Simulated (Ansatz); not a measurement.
# CH6FNSn: the cost of one run

All numbers below are computed with Ansatz 0.2.0 (RKS PBE-D4/def2-SVP).

## 1. Starting point

Bond lengths: Sn1–F2 2.329 Å, Sn1–N3 2.013 Å, N3–C4 1.432 Å, Sn1–H6 1.742 Å, Sn1–H7 1.831 Å, C4–H8 1.093 Å, C4–H9 1.096 Å, C4–H10 1.095 Å. Angles: F2–Sn1–N3 66.6°, F2–Sn1–H6 99.7°, F2–Sn1–H7 103.1°, N3–Sn1–H6 109.3°, N3–Sn1–H7 144.2°, H6–Sn1–H7 106.2°, Sn1–N3–C4 130.2°, N3–C4–H8 105.6°, N3–C4–H9 111.9°, N3–C4–H10 114.8°, H8–C4–H9 107.7°, H8–C4–H10 107.3°, H9–C4–H10 109.2°.

As a file:

```xyz
10

Sn   -1.1407   -0.1059   -1.0883
F     0.6267   -1.6051   -1.3165
N    -0.0079   -0.2654    0.5679
C     0.7346    0.7314    1.2788
H     0.6780   -1.1080   -0.2166
H    -2.4678   -1.2293   -0.9874
H    -1.2484    0.6633   -2.7466
H     1.2454    0.1981    2.0842
H     0.0780    1.4797    1.7378
H     1.5021    1.2412    0.6866
```

## 2. Pulling towards end A

Springs on the bonds that form and break draw the guess towards this end; the thresholds are loose.

Input file input.yaml:

```yaml
crystal:
  periodic: [false, false, false]
  atoms:
    - { symbol: Sn, position_ang: [-1.1407, -0.1059, -1.0883] }
    - { symbol: F, position_ang: [0.6267, -1.6051, -1.3165] }
    - { symbol: "N", position_ang: [-0.0079, -0.2654, 0.5679] }
    - { symbol: C, position_ang: [0.7346, 0.7314, 1.2788] }
    - { symbol: H, position_ang: [0.678, -1.108, -0.2166] }
    - { symbol: H, position_ang: [-2.4678, -1.2293, -0.9874] }
    - { symbol: H, position_ang: [-1.2484, 0.6633, -2.7466] }
    - { symbol: H, position_ang: [1.2454, 0.1981, 2.0842] }
    - { symbol: H, position_ang: [0.078, 1.4797, 1.7378] }
    - { symbol: H, position_ang: [1.5021, 1.2412, 0.6866] }
basis:
  gaussian: { orbitals: def2-SVP }
hamiltonian:
  xc: pbe
  dispersion: d4
relax:
  f_tol: 0.15
  max_steps: 25
  restrain:
    - { distance: [4, 1], at: 2.18, k: 30.0 }
    - { distance: [0, 1], at: 1.96, k: 30.0 }
    - { distance: [4, 2], at: 1.02, k: 30.0 }
```

Run with:

```
> ansatz run input.yaml --threads 2 --pin off --max-ram 3072MiB --backend cpu --events-out ev --progress --plain --runs-dir out
```

Q: Estimate wall time and peak memory on 2 threads of Intel Xeon Platinum 8259CL at 2.50GHz (Skylake/Cascade Lake), shared host.

About 25 s, with a peak of 0.17 GiB.
